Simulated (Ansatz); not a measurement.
# CH7O2Si2 radical: a ladder of functionals and wavefunction methods

The task here is to estimate one member of a computed series from the others.

Computed with Ansatz 0.2.0, Gaussian basis. Level: functionals in def2-TZVPP, the program's frozen cores in correlated methods.

Plan: PBE-D4, r2SCAN-D4, PBE0-D4, B3LYP-D4, ωB97X-V, ωB97M-V, B2PLYP; CCSD(T)/def2-TZVPP; MP2/def2-QZVPP; extrapolation to the limit.

### Structure used throughout

The geometry comes from an earlier relaxation with PBE0-D4 in a triple-zeta def2 set; it is a stationary point, not always the lowest conformer.

SMILES `CO[Si](O)[SiH3]`, 12 atoms, charge 0, spin multiplicity 2.

Atoms are counted from 1 here; the program's logs count them from 0.

Bond lengths: C1–O2 1.412 Å, C1–H6 1.093 Å, C1–H7 1.095 Å, C1–H8 1.091 Å, O2–Si3 1.638 Å, Si3–O4 1.659 Å, Si3–Si5 2.361 Å, O4–H9 0.959 Å, Si5–H10 1.489 Å, Si5–H11 1.487 Å, Si5–H12 1.490 Å. Angles: O2–C1–H6 111.3°, O2–C1–H7 110.9°, O2–C1–H8 108.0°, H6–C1–H7 108.9°, H6–C1–H8 109.0°, H7–C1–H8 108.6°, C1–O2–Si3 126.2°, O2–Si3–O4 106.2°, O2–Si3–Si5 105.3°, O4–Si3–Si5 113.6°, Si3–O4–H9 116.8°, Si3–Si5–H10 107.8°, Si3–Si5–H11 108.7°, Si3–Si5–H12 113.8°, H10–Si5–H11 108.4°, H10–Si5–H12 108.7°, H11–Si5–H12 109.2°.

The first run:

Input file in.yaml:

```yaml
crystal:
  periodic: [false, false, false]
  atoms:
    - {symbol: C, position_ang: [0.241387, 1.802750, 1.422867]}
    - {symbol: O, position_ang: [-0.035443, 0.485924, 0.996134]}
    - {symbol: Si, position_ang: [-0.583410, 0.043096, -0.482404]}
    - {symbol: O, position_ang: [0.308424, 0.904783, -1.583938]}
    - {symbol: Si, position_ang: [-0.236441, -2.288733, -0.603114]}
    - {symbol: H, position_ang: [0.847303, 2.339775, 0.688477]}
    - {symbol: H, position_ang: [-0.685359, 2.360075, 1.594001]}
    - {symbol: H, position_ang: [0.791149, 1.743973, 2.363365]}
    - {symbol: H, position_ang: [-0.065347, 1.002135, -2.461255]}
    - {symbol: H, position_ang: [-0.645774, -2.738924, -1.962214]}
    - {symbol: H, position_ang: [-1.112817, -2.954435, 0.396626]}
    - {symbol: H, position_ang: [1.176338, -2.700428, -0.368534]}
basis:
  gaussian: {orbitals: def2-TZVPP}
magnetization: {spin_polarized: true, initial_magnetization: 1}
hamiltonian: {xc: pbe, dispersion: d4}
output: {forces: true, orbitals: {seedname: orbitals}}
```

The run is started by

```sh
ansatz run in.yaml --threads 2 --pin off --events-out ev --progress --plain --max-ram 22528MiB --backend cuda --devices 0, --max-vram 18GiB
```

Among the steps run: PBE-D4 (GGA); r2SCAN-D4 (meta-GGA); PBE0-D4 (hybrid); B3LYP-D4 (hybrid); ωB97X-V (range-separated); ωB97M-V (range-separated); B2PLYP (double hybrid); CCSD(T) in def2-TZVPP; MP2 in def2-QZVPP.

One of the session's tables, all rows but one given; the rest of the session is left out.

It belongs to the step «Atomisation energies». 

```
            method  atomisation energy (eV)
            PBE-D4                   43.898
         r2SCAN-D4                   43.596
           PBE0-D4                        ?
          B3LYP-D4                   43.405
           ωB97X-V                   43.612
           ωB97M-V                   43.435
            B2PLYP                   42.879
     HF/def2-TZVPP                   31.555
    MP2/def2-TZVPP                   42.796
   CCSD/def2-TZVPP                   41.669
CCSD(T)/def2-TZVPP                   42.249
           MP2/CBS                   44.048
       CCSD(T)/CBS                   43.501
```

Estimate the missing values for PBE0-D4.

The run gave: atomisation energy (eV): 43.135. In the column «atomisation energy (eV)» it lies between B2PLYP (42.879) and B3LYP-D4 (43.405).
